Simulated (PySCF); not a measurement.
**WH4: other functionals and bases at one geometry**

The task here is to estimate one member of a computed series from the others.

The runs use PySCF 2.14.0; several levels, as the steps say, no spin–orbit coupling.

2 further runs of the same task are left out: 2 for a known fault of the program.

## The system as given

5 atoms, charge 0, spin multiplicity 3.

Bond lengths: W1–H2 1.713 Å, W1–H3 1.713 Å, W1–H4 1.713 Å, W1–H5 1.713 Å. Angles: H2–W1–H3 109.5°, H2–W1–H4 109.5°, H2–W1–H5 109.5°, H3–W1–H4 109.5°, H3–W1–H5 109.5°, H4–W1–H5 109.5°.

As a file:

```xyz
5
charge 0, multiplicity 3
W     0.00000    0.00000    0.00000
H     0.98876    0.98876    0.98876
H    -0.98876   -0.98876    0.98876
H     0.98876   -0.98876   -0.98876
H    -0.98876    0.98876   -0.98876
```

Formal oxidation states: W +4. An earlier session relaxed this geometry at PBE, W def2-SVP with ECP60, H def2-SVP (triplet, point group Td).

At PBE on the finer grid: E = -69.385834 Eh, HOMO -5.24 eV, LUMO -3.18 eV (over both spins), ⟨S²⟩ = 2.019, Mulliken charge on W1 +0.59 e, largest force component 0.002 eV/Å. 

Levels to run: CAM-B3LYP; TPSSh; wB97X; BP86; PBE, TZVP; PBE, x2c-SVP. Hardware: 2 threads of Arm Neoverse V2, shared host.

The first run:

run.py (the lines that set the calculation)

```python
mol = gto.M(atom='''
W      0.00000     0.00000     0.00000
H      0.98876     0.98876     0.98876
H     -0.98876    -0.98876     0.98876
H      0.98876    -0.98876    -0.98876
H     -0.98876     0.98876    -0.98876''',
    basis={'W': 'def2-SVP', 'H': 'def2-SVP'},
    ecp={'W': 'def2-SVP'},
    charge=0, spin=2)
mf = dft.UKS(mol, xc='CAMB3LYP')
mf.grids.atom_grid = (75, 302)
mf = mf.density_fit()  # fitting sets: W def2-universal-JKFIT, H def2-universal-JKFIT
mf.conv_tol = 1e-08; mf.max_cycle = 55
mf.kernel(dm0)  # dm0: the density of the relaxed state
```

On the command line:

```
$ OMP_NUM_THREADS=2 python run.py
```

Steps of the session up to this table: CAM-B3LYP; TPSSh; wB97X; BP86; PBE, TZVP; PBE, x2c-SVP.

One table of the session follows, with a row left open; its other results are not shown here.

```
             level  HOMO (eV)  gap (eV)  charge on W1 (e)  largest force component (eV/Å)
PBE (relaxed here)      -5.24      2.06              0.59                            0.00
         CAM-B3LYP          ?         ?                 ?                               ?
             TPSSh      -6.05      3.51              0.82                            0.02
             wB97X      -9.21      9.11              0.88                            0.06
              BP86      -5.34      2.01              0.62                            0.01
         PBE, TZVP      -5.25      2.05              0.37                            0.01
      PBE, x2c-SVP      -5.42      1.92              0.34                            0.24
```

Estimate the missing values for CAM-B3LYP.

**Answer.** HOMO (eV): -8.18; gap (eV): 7.06; charge on W1 (e): 0.81; largest force component (eV/Å): 0.05. In the column «HOMO (eV)» it lies between wB97X (-9.21) and TPSSh (-6.05).

In one basis the HOMO–LUMO gap runs from 2.01 eV (BP86) to 9.11 eV (wB97X). The largest leftover force, 0.24 eV/Å with PBE, x2c-SVP, stands at a geometry relaxed at another level. Total energies of different levels can't be compared.
